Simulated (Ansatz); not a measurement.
# CH5BN2O: basis-set convergence

Aim: see how fast density functionals converge with the basis set for CH5BN2O.

The runs use Ansatz 0.2.0, Gaussian basis; one geometry, several basis sets.

Levels to be run: PBE0-D4/def2-SVP; ωB97M-V/def2-SVP; PBE0-D4/def2-QZVPP; ωB97M-V/def2-QZVPP; the functionals' def2-TZVPP values are taken from earlier runs.

### Step 1. Structure used throughout

An earlier PBE0-D4 in a triple-zeta def2 set relaxation fixed the geometry.

SMILES `C=NB(N)O`, 10 atoms, charge 0, spin multiplicity 1.

Atoms are counted from 1 here; the program's logs count them from 0.

Bond lengths: C1–N2 1.252 Å, C1–H6 1.101 Å, C1–H7 1.096 Å, N2–B3 1.447 Å, B3–N4 1.412 Å, B3–O5 1.373 Å, N4–H8 1.004 Å, N4–H9 1.004 Å, O5–H10 0.958 Å. Angles: N2–C1–H6 124.1°, N2–C1–H7 120.5°, H6–C1–H7 115.5°, C1–N2–B3 127.6°, N2–B3–N4 119.3°, N2–B3–O5 117.0°, N4–B3–O5 123.6°, B3–N4–H8 121.4°, B3–N4–H9 124.3°, H8–N4–H9 113.8°, B3–O5–H10 113.9°.

Coordinates:

```csv
atom,x (Å),y (Å),z (Å)
C1,-0.99757,1.32607,-0.98447
N2,-0.28412,0.29844,-1.03287
B3,0.49925,-0.28268,0.03623
N4,-0.03723,-1.35377,0.78379
O5,1.76367,0.21841,0.22675
H6,-1.13401,1.94006,-0.08103
H7,-1.53511,1.67179,-1.87447
H8,-0.94313,-1.73357,0.57783
H9,0.47392,-1.87488,1.47267
H10,2.27742,-0.26087,0.87846
```

### Step 2. PBE0-D4 in def2-SVP

in.yaml

```yaml
crystal:
  periodic: [false, false, false]
  atoms:
    - {symbol: C, position_ang: [-0.997567, 1.326073, -0.984468]}
    - {symbol: N, position_ang: [-0.284118, 0.298441, -1.032867]}
    - {symbol: B, position_ang: [0.499250, -0.282679, 0.036234]}
    - {symbol: N, position_ang: [-0.037229, -1.353775, 0.783786]}
    - {symbol: O, position_ang: [1.763667, 0.218408, 0.226751]}
    - {symbol: H, position_ang: [-1.134011, 1.940060, -0.081031]}
    - {symbol: H, position_ang: [-1.535107, 1.671788, -1.874470]}
    - {symbol: H, position_ang: [-0.943127, -1.733569, 0.577831]}
    - {symbol: H, position_ang: [0.473924, -1.874881, 1.472671]}
    - {symbol: H, position_ang: [2.277416, -0.260866, 0.878464]}
basis:
  gaussian: {orbitals: def2-SVP}
hamiltonian: {xc: pbe0, dispersion: d4}
output: {orbitals: {seedname: orbitals}}
```

Started as:

```bash
$ ansatz run in.yaml --threads 2 --pin off --events-out ev --progress --plain --max-ram 4352MiB
```

After this run come: ωB97M-V in def2-SVP; PBE0-D4 in def2-QZVPP; ωB97M-V in def2-QZVPP.

Before running them: what should the planned runs give, taken together? Wanted: PBE0-D4: double and triple zeta above quadruple; ωB97M-V: double and triple zeta above quadruple.

**Answer**, as computed:

```
                                       quantity          value
PBE0-D4: double and triple zeta above quadruple  8.31, 0.40 eV
ωB97M-V: double and triple zeta above quadruple  8.54, 0.38 eV
```

What this shows: For PBE0-D4 the step from double to triple zeta gains 7.91 eV and the next only 0.40 eV. These are total energies; as a rule much of such shifts cancels in differences, which this series doesn't test. The LUMO of ωB97M-V is positive and keeps falling with the basis (2.31 to 1.39 eV): an unbound level that the basis holds in place.
